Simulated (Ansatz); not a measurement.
What does this script print? It uses Ansatz 0.2.0, Python API.

`c2h4sn.py`:
```python
import ansatz as az
import numpy as np

geometry_ang = [
    ("C", (-0.733, -0.6585, -0.1678)),
    ("C", (0.1009, -0.1368, -1.2028)),
    ("Sn", (0.6084, 0.5864, 0.5942)),
    ("H", (-1.5764, -1.2099, 0.0447)),
    ("H", (0.3507, -0.1456, -2.2761)),
    ("H", (-0.2515, 1.9544, 1.267)),
    ("H", (1.5622, -0.4579, 1.6952)),
]
geometry = az.Crystal.molecule()
for symbol, xyz in geometry_ang:
    geometry = geometry.atom(symbol, xyz)

calculation = geometry.calculation().basis(gaussian="def2-SVP").functional("pbe")
symbols = [site.symbol for site in geometry.cartesian_sites]
pairs = [(0, 1), (0, 2), (0, 3), (1, 2), (1, 4), (2, 5)]
print("held (A)   E (eV)        ", "  ".join(f"{symbols[i]}{i}-{symbols[j]}{j}" for i, j in pairs))
for length in [0.95, 1.03, 1.11, 1.24, 1.39]:
    report = calculation.relax(constraints=[az.DistanceConstraint((0, 3), at=length)], force_tolerance=0.02, max_steps=60).run(threads=1, backend="cpu").report
    xyz = np.array(report["positions_ang"])
    print(f"{length:6.2f} {report['free_energy_ev']:14.5f}  ", "  ".join(f"{np.linalg.norm(xyz[i] - xyz[j]):.3f}" for i, j in pairs))
```

`python c2h4sn.py` gives:
```text
held (A)   E (eV)         C0-C1  C0-Sn2  C0-H3  C1-Sn2  C1-H4  Sn2-H5
DeckWarning: relax.constraints: the input's atoms, or those drawn, lie off the distances that are held; a relaxation that starts there is brought onto them ahead of its first SCF, by positions alone, an atom by 3.99e-2 Å at the most. With the symmetry detection on, the symmetry is detected on the input's atoms as so brought (as typed, where only the drawn atoms reach the distances), and notices that speak of the structure as typed mean those atoms
  0.95    -7962.00574   1.337  2.142  0.950  2.137  1.105  1.715
  1.03    -7962.43196   1.338  2.142  1.030  2.140  1.105  1.716
  1.11    -7962.53557   1.338  2.141  1.110  2.141  1.104  1.716
  1.24    -7962.30915   1.337  2.138  1.240  2.145  1.104  1.717
  1.39    -7961.76747   1.335  2.135  1.390  2.153  1.103  1.717
```
(Warnings from the package without file and line, repeats left out.)

What to keep in mind:
- Total energies depend on the basis set; only differences at equal settings carry meaning.
- The energies are electronic: no zero-point or thermal terms, and the basis set is short of its limit.
- def2 sets replace the cores of elements past krypton by effective core potentials.
- Run time: 88 s on 1 thread of Arm Neoverse V1 (shared host), peak memory 0.2 GiB.
